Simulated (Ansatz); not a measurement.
This script drives the Python package of Ansatz (0.2.0).

Input file `br2h2si.xyz`:
```text
5

Br   -1.68470   -1.22800    0.35520
Si    0.14360   -0.05870    0.04950
Br   -0.32330    1.81530   -1.06160
H     1.17460   -0.86890   -0.73940
H     0.73970    0.26660    1.35480
```

The script, `adiabatic.py`:
```python
import itertools

import ansatz
from ase.data import atomic_numbers, covalent_radii
import numpy as np

mol = ansatz.Crystal.molecule_from_extxyz("br2h2si.xyz")

calculation = (
    mol.calculation()
    .basis(gaussian="def2-SVP")
    .functional("cam_b3lyp")
)
symbols = [site.symbol for site in mol.cartesian_sites]
start = np.array([site.position_ang for site in mol.cartesian_sites], dtype=float)
data = calculation.relax(force_tolerance=0.01).run(threads=1).report
end = np.array(data["positions_ang"])

minimum = ansatz.Crystal.molecule()
for symbol, place in zip(symbols, end):
    minimum = minimum.atom(symbol, place.tolist())
ion = (
    minimum.calculation()
    .basis(gaussian="def2-SVP")
    .functional("cam_b3lyp")
    .charge(1)
    .spin("collinear", total=1)
)
vertical = ion.run(threads=1).report
settled = ion.relax(force_tolerance=0.01, max_steps=80).run(threads=1).report
print(f"vertical ionisation energy   {vertical['free_energy_ev'] - data['free_energy_ev']:.3f} eV")
print(f"adiabatic, no zero point     {settled['free_energy_ev'] - data['free_energy_ev']:.3f} eV")
print(f"relaxation energy of the ion {vertical['free_energy_ev'] - settled['free_energy_ev']:.3f} eV")
ionised = np.array(settled["positions_ang"])
radius = [covalent_radii[atomic_numbers[s]] for s in symbols]
span = lambda where, i, j: np.linalg.norm(where[i] - where[j])
bonded = [(i, j) for i, j in itertools.combinations(range(len(symbols)), 2) if min(span(end, i, j), span(ionised, i, j)) < 1.2 * (radius[i] + radius[j])]
print("pair        before    after (A)")
for i, j in bonded:
    print(f"{symbols[i]}{i}-{symbols[j]}{j}".ljust(10), f"{span(end, i, j):8.4f} {span(ionised, i, j):8.4f}")
```

It is started by `python adiabatic.py`. How long does it take on 1 thread of Arm Neoverse V2, with other jobs on the host, and how much memory does it need?

It took about 3.9 min, with a peak of 0.54 GiB, for 3 runs of the engine.

```console
$ python adiabatic.py
vertical ionisation energy   10.879 eV
adiabatic, no zero point     10.756 eV
relaxation energy of the ion 0.122 eV
pair        before    after (A)
Br0-Si1      2.2167   2.1438
Si1-Br2      2.2167   2.4312
Si1-H3       1.4781   1.4784
Si1-H4       1.4781   1.4784
```

The energies are electronic: no zero-point or thermal terms, and the basis set is short of its limit. The product may relax into another structure. Each relaxation finds its nearest minimum, which needn't be the lowest.
